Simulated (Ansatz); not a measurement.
# NbTe (P-6m2) in Ansatz: reference runs

Aim: a first look at NbTe with PBEsol, on the cell as given and on a disturbed one.

Program: Ansatz 0.2.0. These are calculated values, not measurements. Logs are shortened: lines on timing, memory, paths and dates and some standing lists are left out, and cuts for length are marked.

## 1. Starting point

It takes space group P-6m2 (No. 187, hexagonal). Conventional cell: a = 3.703 Å, b = 3.703 Å, c = 3.694 Å, α = 90.00°, β = 90.00°, γ = 120.00°. Te (site symmetry -6m2) is surrounded by 6 Nb at 2.83 Å. Nb (site symmetry -6m2) is surrounded by 6 Te at 2.83 Å.

The cell comes from a database or a generator and needn't be the stable form of this composition.

## 2. Single point, PBEsol

input.yaml reads:

```yaml
crystal:
  lattice:
    - [3.7029743866, 0.0, 0.0]
    - [-1.8514871933, 3.2068698884, 0.0]
    - [0.0, 0.0, 3.694211]
  atoms:
    - { symbol: Te, position: [0.6666666667, 0.3333333333, 0.0] }
    - { symbol: Nb, position: [0.0, 0.0, 0.5] }
hamiltonian:
  xc: pbesol
  pseudopotentials: { kind: paw }
kpoints:
  mp_grid: { grid: [8, 8, 7] }
scf:
  occupations: { method: fermi_dirac, width: 0.05 }
output:
  forces: true
  stress: true
  eigenvalues: true
```

Potentials or basis: Ansatz PAW.

On the command line:

```bash
ansatz run input.yaml --threads 2 --pin off --max-ram 5632MiB --backend cpu --events-out ev --progress --plain --runs-dir out
```

Output:

```text
Warning: RAYON_NUM_THREADS=2 ignored (pool sized by the plan → 2); use --threads N
Engine: ansatz 0.2.0, aarch64-unknown-linux-gnu
Pseudopotentials: kind: paw
Pseudopotential: Te, paw, valence charge 16, recommended cutoff 420 eV (normal), Te.paw.azcp
Pseudopotential: Nb, paw, valence charge 13, recommended cutoff 420 eV (normal), Nb.paw.azcp
Functional definition: PBEsol
  exchange = pbesol_x
  correlation = pbesol_c
Crystal: 2 atoms, lattice volume = 43.869 Å³
Basis set: ecut = 420 eV, 865 PW (Γ), exchange–correlation on 50×50×50 points (8 copies of the dense FFT grid, shifted against one another)
Bands: 19, of which v1, the nominal top of the filled ones, is band 15 counted from 1 (14 counted from 0)
Symmetry: 12 space group operations
Space group: P-6m2 (ITA 187), of the structure as read, at distance tolerance 3.5e-5 Å
k-points: 40 of 448 (time reversal used)
Non-local potential: Te, projectors of the file, l = 0: 2, l = 1: 2, l = 2: 2, l = 3: 2
Non-local potential: Nb, projectors of the file, l = 0: 3, l = 1: 2, l = 2: 2, l = 3: 1
PAW form: soft (Blöchl's): semilocal exchange-correlation on the pseudo side does not see the compensation charge
PAW frozen core: Te, regenerated for the run's functional, and the local potential with it (the file was generated under x = pbe(κ = 0.804, μ = 0.2195149727645171), c = pbe(β = 0.06672455060314922))
PAW frozen core: Nb, regenerated for the run's functional, and the local potential with it (the file was generated under x = pbe(κ = 0.804, μ = 0.2195149727645171), c = pbe(β = 0.06672455060314922))
PAW one-centre angular grid: Te, 590 points (default); XC on 64 Gauss nodes
PAW one-centre angular grid: Nb, 590 points (default); XC on 64 Gauss nodes
Initial density: superposition of atomic densities (neutral atoms: chi_scale 0, normalization atom), corrected by the library's trained network
Initial wavefunctions: pseudopotential atomic-orbital guess
Functional: x = pbesol(κ = 0.804, μ = 0.12345679012345678), c = pbesol(β = 0.046)
SCF iter   1: F=—  HF=-11397.362521 eV  |F-HF|=—  |Δ(HF+E_count)|=         —  Δρ=7.33e-3  dr2=1.12e-2  ethr=1.77e-3  ⟨swp⟩=6.0  Hψ=3929  notcnv=0
preconditioner: auto → none  [metal: Δε(μ)=0.062 eV  Ē_g=7.578 eV  σ=0.050 eV  W_gap=0.28  n_scr=8 (ndim 8)  ℏωp=18.6 eV  f_vac=0.000  D(μ)=1.34/eV (n_scr^D=8)  sad-step TF]
SCF iter   2: F=—  HF=-11397.361241 eV  |F-HF|=—  |Δ(HF+E_count)|=   1.28e-3  Δρ=4.33e-3  dr2=4.57e-3  ethr=3.86e-5  ⟨swp⟩=1.3  Hψ=1102  notcnv=0
SCF iter   3: F=—  HF=-11397.360755 eV  |F-HF|=—  |Δ(HF+E_count)|=   4.85e-4  Δρ=2.92e-4  dr2=1.98e-5  ethr=1.57e-5  ⟨swp⟩=2.2  Hψ=1027  notcnv=0
SCF iter   4: F=—  HF=-11397.360738 eV  |F-HF|=—  |Δ(HF+E_count)|=   1.73e-5  Δρ=7.40e-5  dr2=2.90e-6  ethr=6.81e-8  ⟨swp⟩=2.0  Hψ=1348  notcnv=0
iter 5 did not close the SCF: its close was put off for the readings that it lacked (scf_convergence_deferred on its scf_iter line)
SCF iter   5: F=-11397.360737 eV  HF=-11397.360737 eV  |F-HF|=7.65e-9  |Δ(HF+E_count)|=   4.84e-7  Δρ=1.29e-5  dr2=3.45e-8  ethr=1.00e-8  ⟨swp⟩=2.8  Hψ=1324  notcnv=0
SCF iter   6: F=-11397.360737 eV  HF=-11397.360737 eV  |F-HF|=2.44e-10  |Δ(HF+E_count)|=   3.93e-9  Δρ=2.75e-6  dr2=1.17e-9  ethr=1.19e-10  ⟨swp⟩=3.5  Hψ=3166  notcnv=0
SCF 1 converged in 6 iterations: F = -11397.360737 eV  dr2 = 1.17e-9
SCF converged after 6 iterations
Free energy (F): -11397.360737 eV
Harris-Foulkes:  -11397.360737 eV  (|F-HF|=2.44e-10)
Internal energy: -11397.349278 eV  (E = F + TS)
E sigma→0 (E₀):  -11397.355007 eV
Entropy (-TS):   -0.011460 eV (-5.730 meV/atom)
Fermi energy:    15.749775 eV
--- Per-component energies (eV) ---
  E_band       = -282.024864
  E_kinetic    = 575.779222
  E_local      = -1735.217528  (includes V_loc(G=0)·N_el)
  E_nonlocal   = -184.143621
  E_hartree    = 934.734281
  E_xc         = -297.716041
  E_vxc        = -316.698660  (∫ρ·V_xc dr)
  E_paw        = -7604.242481  (= ΣΔE_a)
  E_vpaw       = -491.211922  (= ΣTr[D̂ρ^β])
  E_aug_tail   = -0.000176  (compensation charges beyond the density's cutoff)
  E_ewald      = -3087.106456
  E_core_change = 0.563524  (= ΣΔE_core)
  E_smearing   = -0.011460  (= −TS)
  E_closure    = 0.000000  (closes the sum)
  Σ components = -11397.360737   (vs F -11397.360737, Δ=0.00e0)
--- Forces (eV/Å), atoms counted from 1 ---
  atom   1  Te     0.00000000     0.00000000     0.00000000
  atom   2  Nb    -0.00000000     0.00000000     0.00000000
  max |Σ_I F_I| component: 7.40e-17 eV/Å
--- Stress (GPa, compression-positive) ---
       -5.244315       0.000000       0.000000
       -0.000000      -5.244315       0.000000
        0.000000       0.000000      -5.246982
  P = ⅓ Tr σ = -5.2452 GPa (-52.452 kbar)
--- Band table (eV; the first three rows and the last of 40) ---
  k-point 0: bands = ["-39.7438", "-22.2558", "-22.2558", "-22.2463", "-22.2463", "-22.2455", "-15.9640", "-15.7691", "-15.7691", "1.4692", "12.5899", "12.5899", "12.7347", "13.3945", "15.8813", "15.8813", "18.1827", "18.1827", "18.5361"]
  k-point 1: bands = ["-39.7428", "-22.2555", "-22.2555", "-22.2474", "-22.2474", "-22.2431", "-15.9857", "-15.7670", "-15.7670", "1.6700", "11.3926", "12.7064", "12.7064", "14.1940", "15.4418", "15.4418", "18.4292", "18.4292", "19.0823"]
  k-point 2: bands = ["-39.7406", "-22.2547", "-22.2547", "-22.2501", "-22.2501", "-22.2377", "-16.0341", "-15.7621", "-15.7621", "2.1909", "9.6093", "12.9631", "12.9631", "14.8855", "14.8855", "15.2239", "18.1578", "18.1578", "19.9412"]
  k-point 39: bands = ["-39.7301", "-22.2593", "-22.2528", "-22.2493", "-22.2448", "-22.2265", "-16.0253", "-15.8645", "-15.8181", "3.5871", "9.5597", "10.0405", "11.1877", "14.5409", "16.8689", "17.3747", "17.9491", "18.2062", "19.1423"]
```

Wall time 1.8 s (2 threads of Arm Neoverse V1, shared host); peak memory 0.33 GiB.

What came out:

```
Free energy            : -11397.3607 eV
Pressure               : -5.2 GPa
Band gap on the k mesh : none (metal or under the smearing width)
```

Caveat: the PAW data sets come from PBE, with cores solved anew for the run's functional, which leaves a small shift of forces and pressure.

## 3. Single point, PBEsol (atoms moved at random, drawn with an rms of 0.05 Å)

Edit input.yaml of step 2 so:

```diff
@@ -6,4 +6,4 @@
   atoms:
-    - { symbol: Te, position: [0.6666666667, 0.3333333333, 0.0] }
-    - { symbol: Nb, position: [0.0, 0.0, 0.5] }
+    - { symbol: Te, position: [0.665362, 0.329518, -0.005636] }
+    - { symbol: Nb, position: [0.000673, -0.002715, 0.506854] }
 hamiltonian:
```

Potentials or basis: Ansatz PAW.

On the command line:

```bash
ansatz run input.yaml --threads 2 --pin off --max-ram 5632MiB --backend cpu --events-out ev --progress --plain --runs-dir out
```

Wall time 8.3 s (2 threads of Arm Neoverse V1, shared host); peak memory 0.47 GiB.

It converged, with:

| Item | Value |
| --- | --- |
| Free energy | -11397.3508 eV |
| Pressure | -5.1 GPa |
| Largest force | 0.429 eV/Å |
| Band gap on the k mesh | none (metal or under the smearing width) |

Forces on the atoms (eV/Å):
```
Te   0.049  0.033  0.425
Nb  -0.049 -0.033 -0.425
```

Stress tensor (GPa, compression positive):
```
-5.01  0.11  0.03
 0.11 -5.17  0.02
 0.03  0.02 -5.12
```

Levels at points of the mesh, in eV from the Fermi level:
```tsv
k point	band 10	band 11	band 12	band 13	band 14	band 15	band 16	band 17	band 18	band 19
(0.00, 0.00, 0.00)	-14.28	-3.17	-3.16	-3.07	-2.30	0.12	0.14	2.42	2.46	2.79
(0.00, -0.50, 0.00)	-12.62	-7.21	-3.83	-2.66	-2.61	-0.19	1.23	1.48	2.96	3.83
(-0.50, 0.00, 0.00)	-12.62	-7.22	-3.85	-2.65	-2.61	-0.18	1.22	1.47	3.00	3.83
(-0.50, -0.50, 0.00)	-12.62	-7.21	-3.83	-2.67	-2.61	-0.19	1.23	1.48	2.96	3.83
```

Caveat: the PAW data sets come from PBE, with cores solved anew for the run's functional, which leaves a small shift of forces and pressure.
